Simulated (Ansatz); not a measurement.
# AlSi23HO48 defect cell: single point

The task, for AlSi23HO48 defect cell: 8 runs in a chain (single point).

Method: DFT PBE, scalar-relativistic, plane waves, PAW, in Ansatz 0.2.0.

**1. The structure to begin with**

Symmetry: P1, No. 1, triclinic system. Conventional cell: a = 9.832 Å, b = 9.832 Å, c = 10.818 Å, α = 90.00°, β = 90.00°, γ = 120.00°. Si (site symmetry 1) is surrounded by 4 O at 1.62 to 1.63 Å. O (site symmetry 1) has 2 Si at 1.62 to 1.63 Å as nearest neighbours. Around O (site symmetry 1) lie 2 Si at 1.62 Å. O (site symmetry 1) has 2 Si at 1.62 to 1.64 Å as nearest neighbours. Only part of the 73 independent sites is listed.

Structure file:

```cif
data_structure
_symmetry_space_group_name_H-M 'P 1'
_symmetry_Int_Tables_number 1
_cell_length_a 9.8316
_cell_length_b 9.8316
_cell_length_c 10.8182
_cell_angle_alpha 90.000
_cell_angle_beta 90.000
_cell_angle_gamma 120.000
_cell_volume 905.60
loop_
_atom_site_label
_atom_site_type_symbol
_atom_site_fract_x
_atom_site_fract_y
_atom_site_fract_z
_atom_site_occupancy
Si1 Si 0.26652 0.00591 0.16555 1
Si2 Si 0.00478 0.26684 0.33369 1
Si3 Si 0.23860 0.24052 0.99936 1
O1 O 0.06693 0.19703 0.44186 1
O2 O 0.30052 0.36787 0.11078 1
O3 O 0.14152 0.43319 0.27887 1
O4 O 0.20552 0.07262 0.05291 1
O5 O 0.36382 0.29570 0.39566 1
O6 O 0.43048 0.14329 0.22284 1
Si4 Si 0.26439 0.99147 0.66363 1
Si5 Si 0.98945 0.26476 0.83592 1
Si6 Si 0.22939 0.22235 0.50394 1
O7 O 0.07744 0.22143 0.94031 1
O8 O 0.28165 0.33455 0.62262 1
O9 O 0.11275 0.44361 0.77364 1
O10 O 0.20255 0.05176 0.54803 1
O11 O 0.36664 0.30065 0.88864 1
O12 O 0.42598 0.13074 0.72371 1
Si7 Si 0.27280 0.50397 0.17013 1
Si8 Si 0.00075 0.77147 0.33200 1
Si9 Si 0.23992 0.73941 0.00361 1
O13 O 0.07443 0.71482 0.44042 1
O14 O 0.29902 0.87052 0.11220 1
O15 O 0.13220 0.93679 0.27193 1
O16 O 0.21228 0.57478 0.06066 1
O17 O 0.37222 0.80593 0.38784 1
O18 O 0.43805 0.63850 0.22763 1
Al1 Al 0.27909 0.50268 0.65794 1
Si10 Si 0.00059 0.76136 0.83526 1
Si11 Si 0.23672 0.73276 0.49529 1
O19 O 0.07254 0.70731 0.94776 1
O20 O 0.29615 0.85489 0.61259 1
O21 O 0.13056 0.92382 0.77202 1
O22 O 0.20468 0.56508 0.54139 1
O23 O 0.36665 0.80036 0.89165 1
O24 O 0.44463 0.64195 0.73045 1
Si12 Si 0.77375 0.00131 0.16754 1
Si13 Si 0.49944 0.26899 0.33615 1
Si14 Si 0.72313 0.22764 0.00526 1
O25 O 0.56946 0.20323 0.44227 1
O26 O 0.78772 0.36071 0.11280 1
O27 O 0.63753 0.43543 0.28208 1
O28 O 0.70137 0.06523 0.06141 1
O29 O 0.86478 0.29163 0.38871 1
O30 O 0.93905 0.14303 0.21868 1
Si15 Si 0.76723 0.00036 0.66826 1
Si16 Si 0.49653 0.26214 0.83232 1
Si17 Si 0.73392 0.22943 0.49775 1
O31 O 0.55932 0.19801 0.94565 1
O32 O 0.79724 0.35929 0.60871 1
O33 O 0.63822 0.42471 0.77662 1
O34 O 0.70416 0.06475 0.55635 1
O35 O 0.85283 0.29007 0.89356 1
O36 O 0.93292 0.14111 0.72335 1
Si18 Si 0.76503 0.50095 0.17015 1
Si19 Si 0.50601 0.76944 0.33731 1
Si20 Si 0.73501 0.73423 0.00174 1
O37 O 0.56903 0.70468 0.45008 1
O38 O 0.80907 0.87071 0.10716 1
O39 O 0.64934 0.93075 0.28103 1
O40 O 0.70235 0.56872 0.06032 1
O41 O 0.86217 0.79601 0.39030 1
O42 O 0.93176 0.63800 0.22373 1
Si21 Si 0.76950 0.49465 0.66831 1
Si22 Si 0.50499 0.77157 0.83644 1
Si23 Si 0.73663 0.73539 0.50351 1
O43 O 0.57149 0.71533 0.95256 1
O44 O 0.79991 0.86581 0.61359 1
O45 O 0.64359 0.93946 0.78239 1
O46 O 0.71609 0.57381 0.56177 1
O47 O 0.85819 0.78370 0.88639 1
O48 O 0.93858 0.61837 0.73257 1
H1 H 0.06946 0.49061 0.76160 1
```

The structure rests on an entry of the Crystallography Open Database; cell or positions may have been set otherwise for this series.

**2. Single point: AlSi23HO48 defect cell, no spin**

Contents of input.yaml:

```yaml
crystal:
  lattice:
    - [9.8316, 0.0, 0.0]
    - [-4.9158, 8.514415, 0.0]
    - [0.0, 0.0, 10.8182]
  atoms:
    - { symbol: Si, position: [0.266524, 0.0059135, 0.165548] }
    - { symbol: Si, position: [0.0047801, 0.266843, 0.333689] }
    - { symbol: Si, position: [0.238599, 0.240524, 0.99936192] }
    - { symbol: O, position: [0.06693, 0.197033, 0.441862] }
    - { symbol: O, position: [0.300517, 0.367867, 0.110781] }
    - { symbol: O, position: [0.141515, 0.433192, 0.278868] }
    - { symbol: O, position: [0.205523, 0.072622, 0.052905] }
    - { symbol: O, position: [0.363822, 0.295696, 0.395659] }
    - { symbol: O, position: [0.430476, 0.143287, 0.22284] }
    - { symbol: Si, position: [0.264393, 0.991468, 0.663631] }
    - { symbol: Si, position: [0.989446, 0.264762, 0.835916] }
    - { symbol: Si, position: [0.229389, 0.22235, 0.503939] }
    - { symbol: O, position: [0.077441, 0.221429, 0.940312] }
    - { symbol: O, position: [0.28165, 0.334555, 0.622623] }
    - { symbol: O, position: [0.112749, 0.443608, 0.773644] }
    - { symbol: O, position: [0.202546, 0.051764, 0.548032] }
    - { symbol: O, position: [0.36664, 0.300651, 0.888637] }
    - { symbol: O, position: [0.425976, 0.130737, 0.723712] }
    - { symbol: Si, position: [0.272795, 0.503972, 0.170126] }
    - { symbol: Si, position: [0.00074804, 0.771469, 0.332003] }
    - { symbol: Si, position: [0.239919, 0.739408, 0.0036103] }
    - { symbol: O, position: [0.074425, 0.714822, 0.440416] }
    - { symbol: O, position: [0.299023, 0.870515, 0.112204] }
    - { symbol: O, position: [0.132198, 0.936791, 0.271929] }
    - { symbol: O, position: [0.212282, 0.57478, 0.060663] }
    - { symbol: O, position: [0.372216, 0.805932, 0.387836] }
    - { symbol: O, position: [0.438046, 0.638504, 0.227631] }
    - { symbol: Al, position: [0.279085, 0.502683, 0.657939] }
    - { symbol: Si, position: [0.00058611, 0.76136, 0.835258] }
    - { symbol: Si, position: [0.236722, 0.732765, 0.495294] }
    - { symbol: O, position: [0.072545, 0.70731, 0.947757] }
    - { symbol: O, position: [0.296146, 0.854891, 0.612594] }
    - { symbol: O, position: [0.130564, 0.923823, 0.772015] }
    - { symbol: O, position: [0.204678, 0.565081, 0.541385] }
    - { symbol: O, position: [0.36665, 0.800361, 0.891647] }
    - { symbol: O, position: [0.444626, 0.641954, 0.73045] }
    - { symbol: Si, position: [0.773747, 0.0013135, 0.16754] }
    - { symbol: Si, position: [0.499438, 0.268992, 0.336152] }
    - { symbol: Si, position: [0.723128, 0.227636, 0.00526] }
    - { symbol: O, position: [0.569462, 0.20323, 0.442266] }
    - { symbol: O, position: [0.787724, 0.360711, 0.1128] }
    - { symbol: O, position: [0.637525, 0.435425, 0.282077] }
    - { symbol: O, position: [0.701366, 0.065228, 0.061406] }
    - { symbol: O, position: [0.86478, 0.291625, 0.388705] }
    - { symbol: O, position: [0.93905, 0.14303, 0.218682] }
    - { symbol: Si, position: [0.767226, 0.00035601, 0.668264] }
    - { symbol: Si, position: [0.496534, 0.262135, 0.832323] }
    - { symbol: Si, position: [0.733923, 0.229428, 0.497748] }
    - { symbol: O, position: [0.559317, 0.198015, 0.945652] }
    - { symbol: O, position: [0.797243, 0.359289, 0.608709] }
    - { symbol: O, position: [0.63822, 0.424708, 0.776621] }
    - { symbol: O, position: [0.704158, 0.064746, 0.556351] }
    - { symbol: O, position: [0.852831, 0.290069, 0.893563] }
    - { symbol: O, position: [0.932922, 0.141105, 0.723345] }
    - { symbol: Si, position: [0.765027, 0.500946, 0.170152] }
    - { symbol: Si, position: [0.506011, 0.769444, 0.337312] }
    - { symbol: Si, position: [0.735011, 0.734226, 0.0017393] }
    - { symbol: O, position: [0.56903, 0.704684, 0.450081] }
    - { symbol: O, position: [0.809066, 0.870712, 0.107158] }
    - { symbol: O, position: [0.649338, 0.930747, 0.28103] }
    - { symbol: O, position: [0.702352, 0.568724, 0.060319] }
    - { symbol: O, position: [0.862169, 0.796011, 0.390295] }
    - { symbol: O, position: [0.931765, 0.637998, 0.223734] }
    - { symbol: Si, position: [0.7695, 0.494649, 0.668314] }
    - { symbol: Si, position: [0.504994, 0.771569, 0.836445] }
    - { symbol: Si, position: [0.736629, 0.73539, 0.503512] }
    - { symbol: O, position: [0.571488, 0.715331, 0.952559] }
    - { symbol: O, position: [0.799912, 0.865814, 0.613589] }
    - { symbol: O, position: [0.643586, 0.939465, 0.782392] }
    - { symbol: O, position: [0.716094, 0.57381, 0.561771] }
    - { symbol: O, position: [0.858193, 0.783698, 0.886392] }
    - { symbol: O, position: [0.938576, 0.618374, 0.732565] }
    - { symbol: H, position: [0.0694594, 0.49061446, 0.76159708] }
scf:
  occupations: { method: gaussian, width: 0.02 }
output:
  stress: false
  eigenvalues: true
kpoints:
  mp_grid: { grid: [1, 1, 1] }
hamiltonian:
  xc: pbe
```

Run with:

```sh
$ ansatz run input.yaml --threads 4 --pin off --max-ram 16384MiB --backend cpu --events-out ev --progress --plain --runs-dir out
```

The program printed, cut to the lines that bear on the results:

```text
Warning: RAYON_NUM_THREADS=4 ignored (pool sized by the plan → 4); use --threads N
[...]
Pseudopotentials: kind: paw
Pseudopotential: Si, paw, valence charge 4, recommended cutoff 420 eV (normal), Si.paw.azcp
Pseudopotential: O, paw, valence charge 6, recommended cutoff 420 eV (normal), O.paw.azcp
Pseudopotential: Al, paw, valence charge 3, recommended cutoff 420 eV (normal), Al.paw.azcp
Pseudopotential: H, paw, valence charge 1, recommended cutoff 420 eV (normal), H.paw.azcp
Functional definition: PBE
[...]
Crystal: 73 atoms, lattice volume = 905.595 Å³
Basis set: ecut = 420 eV, 17821 PW (Γ)
Bands: 265, of which v1, the nominal top of the filled ones, is band 192 counted from 1 (191 counted from 0)
Symmetry: 1 space group operations
Space group: P1 (ITA 1), of the structure as read, at distance tolerance 9.7e-5 Å
k-points: 1
[...]
SCF iter   1: F=—  HF=-42493.267614 eV  |F-HF|=—  |Δ(HF+E_count)|=         —  Δρ=1.44e-3  dr2=1.16e-2  ethr=1.77e-3  ⟨swp⟩=6.0  Hψ=1188  notcnv=0  defer=34
[...]
SCF iter   8: F=-42493.290553 eV  HF=-42493.290553 eV  |F-HF|=1.80e-8  |Δ(HF+E_count)|=   1.24e-7  Δρ=2.44e-6  dr2=3.82e-8  ethr=2.60e-11  ⟨swp⟩=12.0  Hψ=810  notcnv=0
[...]
SCF converged after 8 iterations
Free energy (F): -42493.290553 eV
[...]
E sigma→0 (E₀):  -42493.290553 eV
Fermi energy:    5.564384 eV
[...]
--- Band table (eV) ---
[...]
```

Wall time 4.5 s (4 threads of Intel Xeon Platinum 8175M at 2.50GHz (Skylake/Cascade Lake), shared host); peak memory 1 GiB.

**3. Single point**

Changes to input.yaml since step 2:

```diff
@@ -78,3 +78,3 @@
     - { symbol: O, position: [0.938576, 0.618374, 0.732565] }
-    - { symbol: H, position: [0.0694594, 0.49061446, 0.76159708] }
+    - { symbol: H, position: [0.06612943, 0.49423034, 0.76067039] }
 scf:
```

Run with:

```sh
$ ansatz run input.yaml --threads 4 --pin off --max-ram 16384MiB --backend cpu --events-out ev --progress --plain --runs-dir out
```

The program printed, cut to the lines that bear on the results:

```text
Warning: RAYON_NUM_THREADS=4 ignored (pool sized by the plan → 4); use --threads N
[...]
Pseudopotentials: kind: paw
Pseudopotential: Si, paw, valence charge 4, recommended cutoff 420 eV (normal), Si.paw.azcp
Pseudopotential: O, paw, valence charge 6, recommended cutoff 420 eV (normal), O.paw.azcp
Pseudopotential: Al, paw, valence charge 3, recommended cutoff 420 eV (normal), Al.paw.azcp
Pseudopotential: H, paw, valence charge 1, recommended cutoff 420 eV (normal), H.paw.azcp
Functional definition: PBE
[...]
Crystal: 73 atoms, lattice volume = 905.595 Å³
Basis set: ecut = 420 eV, 17821 PW (Γ)
Bands: 265, of which v1, the nominal top of the filled ones, is band 192 counted from 1 (191 counted from 0)
Symmetry: 1 space group operations
Space group: P1 (ITA 1), of the structure as read, at distance tolerance 9.7e-5 Å
k-points: 1
[...]
SCF iter   1: F=—  HF=-42494.138396 eV  |F-HF|=—  |Δ(HF+E_count)|=         —  Δρ=1.39e-3  dr2=1.11e-2  ethr=1.77e-3  ⟨swp⟩=6.0  Hψ=1188  notcnv=0  defer=36
[...]
SCF iter   8: F=-42494.162624 eV  HF=-42494.162624 eV  |F-HF|=1.63e-8  |Δ(HF+E_count)|=   1.04e-7  Δρ=2.53e-6  dr2=4.19e-8  ethr=2.60e-11  ⟨swp⟩=12.0  Hψ=810  notcnv=0
[...]
SCF converged after 8 iterations
Free energy (F): -42494.162624 eV
[...]
E sigma→0 (E₀):  -42494.162624 eV
Fermi energy:    5.564800 eV
[...]
--- Band table (eV) ---
[...]
```

It took 4.5 s on 4 threads of Intel Xeon Platinum 8175M at 2.50GHz (Skylake/Cascade Lake), shared host; peak memory 1.1 GiB.

**4. Single point**

Changes to input.yaml since step 3:

```diff
@@ -78,3 +78,3 @@
     - { symbol: O, position: [0.938576, 0.618374, 0.732565] }
-    - { symbol: H, position: [0.06612943, 0.49423034, 0.76067039] }
+    - { symbol: H, position: [0.06279946, 0.49784622, 0.7597437] }
 scf:
```

Run with:

```sh
$ ansatz run input.yaml --threads 4 --pin off --max-ram 16384MiB --backend cpu --events-out ev --progress --plain --runs-dir out
```

The program printed, cut to the lines that bear on the results:

```text
[...]
SCF converged after 8 iterations
Free energy (F): -42494.619951 eV
[...]
E sigma→0 (E₀):  -42494.619951 eV
Fermi energy:    5.564307 eV
[...]
--- Band table (eV) ---
[...]
```

Run time: 4.5 s. Hardware: 4 threads of Intel Xeon Platinum 8175M at 2.50GHz (Skylake/Cascade Lake), shared host; peak memory 1 GiB.

**5. Single point**

Changes to input.yaml since step 4:

```diff
@@ -78,3 +78,3 @@
     - { symbol: O, position: [0.938576, 0.618374, 0.732565] }
-    - { symbol: H, position: [0.06279946, 0.49784622, 0.7597437] }
+    - { symbol: H, position: [0.05946949, 0.5014621, 0.75881702] }
 scf:
```

Run with:

```sh
$ ansatz run input.yaml --threads 4 --pin off --max-ram 16384MiB --backend cpu --events-out ev --progress --plain --runs-dir out
```

The program printed, cut to the lines that bear on the results:

```text
Warning: RAYON_NUM_THREADS=4 ignored (pool sized by the plan → 4); use --threads N
[...]
Pseudopotentials: kind: paw
Pseudopotential: Si, paw, valence charge 4, recommended cutoff 420 eV (normal), Si.paw.azcp
Pseudopotential: O, paw, valence charge 6, recommended cutoff 420 eV (normal), O.paw.azcp
Pseudopotential: Al, paw, valence charge 3, recommended cutoff 420 eV (normal), Al.paw.azcp
Pseudopotential: H, paw, valence charge 1, recommended cutoff 420 eV (normal), H.paw.azcp
Functional definition: PBE
[...]
Crystal: 73 atoms, lattice volume = 905.595 Å³
Basis set: ecut = 420 eV, 17821 PW (Γ)
Bands: 265, of which v1, the nominal top of the filled ones, is band 192 counted from 1 (191 counted from 0)
Symmetry: 1 space group operations
Space group: P1 (ITA 1), of the structure as read, at distance tolerance 9.7e-5 Å
k-points: 1
[...]
SCF iter   1: F=—  HF=-42494.776038 eV  |F-HF|=—  |Δ(HF+E_count)|=         —  Δρ=1.33e-3  dr2=1.11e-2  ethr=1.77e-3  ⟨swp⟩=6.0  Hψ=1186  notcnv=0  defer=35
[...]
SCF iter   8: F=-42494.803887 eV  HF=-42494.803887 eV  |F-HF|=1.46e-9  |Δ(HF+E_count)|=   1.30e-7  Δρ=1.23e-6  dr2=1.06e-8  ethr=2.60e-11  ⟨swp⟩=12.0  Hψ=803  notcnv=0
[...]
SCF converged after 8 iterations
Free energy (F): -42494.803887 eV
[...]
E sigma→0 (E₀):  -42494.803887 eV
Fermi energy:    5.562498 eV
[...]
--- Band table (eV) ---
[...]
```

It took 4.6 s on 4 threads of Intel Xeon Platinum 8175M at 2.50GHz (Skylake/Cascade Lake), shared host; peak memory 1 GiB.

**6. Single point**

Changes to input.yaml since step 5:

```diff
@@ -78,3 +78,3 @@
     - { symbol: O, position: [0.938576, 0.618374, 0.732565] }
-    - { symbol: H, position: [0.05946949, 0.5014621, 0.75881702] }
+    - { symbol: H, position: [0.05558453, 0.50568063, 0.75773588] }
 scf:
```

Run with:

```sh
$ ansatz run input.yaml --threads 4 --pin off --max-ram 16384MiB --backend cpu --events-out ev --progress --plain --runs-dir out
```

The program printed, cut to the lines that bear on the results:

```text
[...]
SCF converged after 7 iterations
Free energy (F): -42494.797171 eV
[...]
E sigma→0 (E₀):  -42494.797171 eV
Fermi energy:    5.557724 eV
[...]
--- Band table (eV) ---
[...]
```

Run time: 4.4 s. Hardware: 4 threads of Intel Xeon Platinum 8175M at 2.50GHz (Skylake/Cascade Lake), shared host; peak memory 1 GiB.

**7. Single point**

Changes to input.yaml since step 6:

```diff
@@ -78,3 +78,3 @@
     - { symbol: O, position: [0.938576, 0.618374, 0.732565] }
-    - { symbol: H, position: [0.05558453, 0.50568063, 0.75773588] }
+    - { symbol: H, position: [0.05114457, 0.5105018, 0.7565003] }
 scf:
```

Run with:

```sh
$ ansatz run input.yaml --threads 4 --pin off --max-ram 16384MiB --backend cpu --events-out ev --progress --plain --runs-dir out
```

The program printed, cut to the lines that bear on the results:

```text
Warning: RAYON_NUM_THREADS=4 ignored (pool sized by the plan → 4); use --threads N
[...]
Pseudopotentials: kind: paw
Pseudopotential: Si, paw, valence charge 4, recommended cutoff 420 eV (normal), Si.paw.azcp
Pseudopotential: O, paw, valence charge 6, recommended cutoff 420 eV (normal), O.paw.azcp
Pseudopotential: Al, paw, valence charge 3, recommended cutoff 420 eV (normal), Al.paw.azcp
Pseudopotential: H, paw, valence charge 1, recommended cutoff 420 eV (normal), H.paw.azcp
Functional definition: PBE
[...]
Crystal: 73 atoms, lattice volume = 905.595 Å³
Basis set: ecut = 420 eV, 17821 PW (Γ)
Bands: 265, of which v1, the nominal top of the filled ones, is band 192 counted from 1 (191 counted from 0)
Symmetry: 1 space group operations
Space group: P1 (ITA 1), of the structure as read, at distance tolerance 9.7e-5 Å
k-points: 1
[...]
SCF iter   1: F=—  HF=-42494.590972 eV  |F-HF|=—  |Δ(HF+E_count)|=         —  Δρ=1.34e-3  dr2=1.17e-2  ethr=1.77e-3  ⟨swp⟩=6.0  Hψ=1188  notcnv=0  defer=35
[...]
SCF iter   8: F=-42494.618718 eV  HF=-42494.618718 eV  |F-HF|=8.86e-9  |Δ(HF+E_count)|=   1.34e-7  Δρ=1.94e-6  dr2=2.40e-8  ethr=2.60e-11  ⟨swp⟩=12.0  Hψ=798  notcnv=0
[...]
SCF converged after 8 iterations
Free energy (F): -42494.618718 eV
[...]
E sigma→0 (E₀):  -42494.618718 eV
Fermi energy:    5.546489 eV
[...]
--- Band table (eV) ---
[...]
```

Run time: 4.9 s. Hardware: 4 threads of Intel Xeon Platinum 8175M at 2.50GHz (Skylake/Cascade Lake), shared host; peak memory 1 GiB.

**8. Single point**

Changes to input.yaml since step 7:

```diff
@@ -78,3 +78,3 @@
     - { symbol: O, position: [0.938576, 0.618374, 0.732565] }
-    - { symbol: H, position: [0.05114457, 0.5105018, 0.7565003] }
+    - { symbol: H, position: [0.04559462, 0.51652827, 0.75495582] }
 scf:
```

Run with:

```sh
$ ansatz run input.yaml --threads 4 --pin off --max-ram 16384MiB --backend cpu --events-out ev --progress --plain --runs-dir out
```

The program printed, cut to the lines that bear on the results:

```text
[...]
SCF converged after 8 iterations
Free energy (F): -42494.281016 eV
[...]
E sigma→0 (E₀):  -42494.281016 eV
Fermi energy:    5.517714 eV
[...]
--- Band table (eV) ---
[...]
```

Run time: 5.6 s. Hardware: 4 threads of Intel Xeon Platinum 8175M at 2.50GHz (Skylake/Cascade Lake), shared host; peak memory 1 GiB.

**9. Single point**

Changes to input.yaml since step 8:

```diff
@@ -78,3 +78,3 @@
     - { symbol: O, position: [0.938576, 0.618374, 0.732565] }
-    - { symbol: H, position: [0.04559462, 0.51652827, 0.75495582] }
+    - { symbol: H, position: [0.03893468, 0.52376003, 0.75310245] }
 scf:
```

Run with:

```sh
$ ansatz run input.yaml --threads 4 --pin off --max-ram 16384MiB --backend cpu --events-out ev --progress --plain --runs-dir out
```

The program printed, cut to the lines that bear on the results:

```text
[...]
SCF converged after 8 iterations
Free energy (F): -42493.856008 eV
[...]
E sigma→0 (E₀):  -42493.856008 eV
Fermi energy:    5.454490 eV
[...]
--- Band table (eV) ---
[...]
```

It took 5.1 s on 4 threads of Intel Xeon Platinum 8175M at 2.50GHz (Skylake/Cascade Lake), shared host; peak memory 1 GiB.

**10. The runs side by side**

| step | energy above the lowest (eV) | gap on the mesh (eV) | time |
| --- | --- | --- | --- |
| 2 | 1.513 | 5.58 | 4.5 s |
| 3 | 0.641 | 5.57 | 4.5 s |
| 4 | 0.184 | 5.56 | 4.5 s |
| 5 | 0.000 | 5.54 | 4.6 s |
| 6 | 0.007 | 5.51 | 4.4 s |
| 7 | 0.185 | 5.46 | 4.9 s |
| 8 | 0.523 | 5.37 | 5.6 s |
| 9 | 0.948 | 5.18 | 5.1 s |

In words: The values hold for the settings typed; their convergence was not tested in this session.

These are semilocal Kohn-Sham gaps, which aren't the measured quantity. Such gaps usually fall short of the measured ones.
